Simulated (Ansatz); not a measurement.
# C₂H₉NOSi: a ladder of functionals and wavefunction methods

An exercise on one series of results from a longer session: the logs are not shown, and one member is left open.

Method: functionals in def2-TZVPP, the program's frozen cores in correlated methods; program: Ansatz 0.2.0, Gaussian basis.

Plan: PBE-D4, r2SCAN-D4, PBE0-D4, B3LYP-D4, ωB97X-V, ωB97M-V, B2PLYP; CCSD(T)/def2-TZVPP; MP2/def2-QZVPP; extrapolation to the limit.

## The relaxed structure

All runs share one geometry, relaxed beforehand with PBE0-D4 in a triple-zeta def2 set.

SMILES `CO[SiH](C)N`, 14 atoms, charge 0, spin multiplicity 1.

Atoms are counted from 1 here; the program's logs count them from 0.

Bond lengths: C1–O2 1.404 Å, C1–H6 1.097 Å, C1–H7 1.097 Å, C1–H8 1.092 Å, O2–Si3 1.650 Å, Si3–C4 1.863 Å, Si3–N5 1.710 Å, Si3–H9 1.482 Å, C4–H10 1.092 Å, C4–H11 1.092 Å, C4–H12 1.094 Å, N5–H13 1.006 Å, N5–H14 1.005 Å. Angles: O2–C1–H6 111.6°, O2–C1–H7 111.7°, O2–C1–H8 108.6°, H6–C1–H7 108.4°, H6–C1–H8 108.1°, H7–C1–H8 108.3°, C1–O2–Si3 123.3°, O2–Si3–C4 110.9°, O2–Si3–N5 114.4°, O2–Si3–H9 102.2°, C4–Si3–N5 106.8°, C4–Si3–H9 113.0°, N5–Si3–H9 109.6°, Si3–C4–H10 110.6°, Si3–C4–H11 110.8°, Si3–C4–H12 111.5°, H10–C4–H11 108.2°, H10–C4–H12 107.7° and more.

The first run:

Input file in.yaml:

```yaml
crystal:
  periodic: [false, false, false]
  atoms:
    - {symbol: C, position_ang: [-1.053495, -1.562231, 0.718578]}
    - {symbol: O, position_ang: [-0.595206, -1.194140, -0.556992]}
    - {symbol: Si, position_ang: [0.389456, 0.102195, -0.825198]}
    - {symbol: C, position_ang: [-0.446376, 1.688665, -0.318907]}
    - {symbol: N, position_ang: [1.880803, 0.040192, 0.008982]}
    - {symbol: H, position_ang: [-1.779385, -0.839757, 1.111442]}
    - {symbol: H, position_ang: [-0.228897, -1.649511, 1.436586]}
    - {symbol: H, position_ang: [-1.546847, -2.533546, 0.643636]}
    - {symbol: H, position_ang: [0.632159, 0.014833, -2.284299]}
    - {symbol: H, position_ang: [-1.436199, 1.763827, -0.774962]}
    - {symbol: H, position_ang: [0.140472, 2.554792, -0.633484]}
    - {symbol: H, position_ang: [-0.574997, 1.746618, 0.765979]}
    - {symbol: H, position_ang: [2.578062, -0.663774, -0.162239]}
    - {symbol: H, position_ang: [2.040438, 0.531847, 0.870867]}
basis:
  gaussian: {orbitals: def2-TZVPP}
hamiltonian: {xc: pbe, dispersion: d4}
output: {forces: true, orbitals: {seedname: orbitals}}
```

Started as:

```bash
$ ansatz run in.yaml --threads 2 --pin off --events-out ev --progress --plain --max-ram 22528MiB --backend cuda --devices 0, --max-vram 18GiB
```

Among the steps run: PBE-D4 (GGA); r2SCAN-D4 (meta-GGA); PBE0-D4 (hybrid); B3LYP-D4 (hybrid); ωB97X-V (range-separated); ωB97M-V (range-separated); B2PLYP (double hybrid); CCSD(T) in def2-TZVPP; MP2 in def2-QZVPP.

One table of the session follows, with a row left open; its other results are not shown here.

| method | atomisation energy (kcal/mol) |
| --- | --- |
| PBE-D4 | 1263.4 |
| r2SCAN-D4 | 1247.7 |
| PBE0-D4 | 1245.4 |
| B3LYP-D4 | 1251.1 |
| ωB97X-V | 1253.3 |
| ωB97M-V | 1253.9 |
| B2PLYP | 1236.8 |
| HF/def2-TZVPP | 913.1 |
| MP2/def2-TZVPP | 1230.3 |
| CCSD/def2-TZVPP | 1202.5 |
| CCSD(T)/def2-TZVPP | 1217.7 |
| MP2/CBS | ? |
| CCSD(T)/CBS | 1251.1 |

**Question.** Estimate the row for MP2/CBS.

As computed: atomisation energy (kcal/mol): 1263.7. In the column «atomisation energy (kcal/mol)» it is the highest.

Limits of these values: Free atoms (2 C, 1 O, 1 Si, 1 N, 9 H) were run apart at each level; the atomisation energy is their sum less the molecule, without zero-point or spin-orbit terms.
